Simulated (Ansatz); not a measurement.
# CH₉BSSi₂: how energies converge with the basis set

Aim: see how fast density functionals converge with the basis set for CH₉BSSi₂.

Method: one geometry, several basis sets; program: Ansatz 0.2.0, Gaussian basis.

The runs, in order: PBE0-D4/def2-SVP; ωB97M-V/def2-SVP; PBE0-D4/def2-QZVPP; ωB97M-V/def2-QZVPP; the functionals' def2-TZVPP values are taken from earlier runs.

## Step 1: The relaxed structure

The geometry comes from an earlier relaxation with PBE0-D4 in a triple-zeta def2 set; it is a stationary point, not always the lowest conformer.

14 atoms, charge 0, spin multiplicity 1.

Atoms are counted from 1 here; the program's logs count them from 0.

Bond lengths: B1–Si2 1.959 Å, B1–S5 2.043 Å, B1–H6 1.199 Å, B1–H7 1.194 Å, Si2–C3 1.872 Å, Si2–Si4 2.334 Å, Si2–S5 2.268 Å, C3–H8 1.091 Å, C3–H9 1.092 Å, C3–H10 1.094 Å, Si4–H11 1.489 Å, Si4–H12 1.488 Å, Si4–H13 1.489 Å, S5–H14 1.344 Å. Angles: Si2–B1–S5 69.0°, Si2–B1–H6 114.9°, Si2–B1–H7 121.4°, S5–B1–H6 105.3°, S5–B1–H7 110.7°, H6–B1–H7 120.6°, B1–Si2–C3 122.8°, B1–Si2–Si4 123.2°, B1–Si2–S5 57.3°, C3–Si2–Si4 113.9°, C3–Si2–S5 107.7°, Si4–Si2–S5 104.9°, Si2–C3–H8 112.3°, Si2–C3–H9 110.2°, Si2–C3–H10 109.2°, H8–C3–H9 109.2°, H8–C3–H10 108.2°, H9–C3–H10 107.8° and more.

## Step 2: PBE0-D4 in def2-SVP

Input file in.yaml:

```yaml
crystal:
  periodic: [false, false, false]
  atoms:
    - {symbol: B, position_ang: [-1.086322, 1.549037, -0.853033]}
    - {symbol: Si, position_ang: [-0.055590, 0.284001, 0.231119]}
    - {symbol: C, position_ang: [1.496405, 0.772752, 1.157385]}
    - {symbol: Si, position_ang: [-0.602402, -1.976549, 0.425252]}
    - {symbol: S, position_ang: [0.330467, 0.602231, -1.980552]}
    - {symbol: H, position_ang: [-0.722957, 2.689267, -0.780099]}
    - {symbol: H, position_ang: [-2.183489, 1.284197, -1.243697]}
    - {symbol: H, position_ang: [2.309952, 0.061584, 1.004818]}
    - {symbol: H, position_ang: [1.824685, 1.765932, 0.844531]}
    - {symbol: H, position_ang: [1.276920, 0.815047, 2.228371]}
    - {symbol: H, position_ang: [-1.573262, -2.321726, -0.648957]}
    - {symbol: H, position_ang: [-1.231331, -2.251218, 1.746028]}
    - {symbol: H, position_ang: [0.596023, -2.849736, 0.288854]}
    - {symbol: H, position_ang: [-0.391996, -0.454020, -2.391119]}
basis:
  gaussian: {orbitals: def2-SVP}
hamiltonian: {xc: pbe0, dispersion: d4}
output: {orbitals: {seedname: orbitals}}
```

After this run come: ωB97M-V in def2-SVP; PBE0-D4 in def2-QZVPP; ωB97M-V in def2-QZVPP.

**Question.** What will the summary of the whole plan be? Wanted: PBE0-D4: double and triple zeta above quadruple; ωB97M-V: double and triple zeta above quadruple.

The runs gave:

| quantity | value |
| --- | --- |
| PBE0-D4: double and triple zeta above quadruple | 12.24, 0.96 eV |
| ωB97M-V: double and triple zeta above quadruple | 12.36, 0.91 eV |

**Reading.** For PBE0-D4 the step from double to triple zeta gains 11.28 eV and the next only 0.96 eV. These are total energies; as a rule much of such shifts cancels in differences, which this series doesn't test.
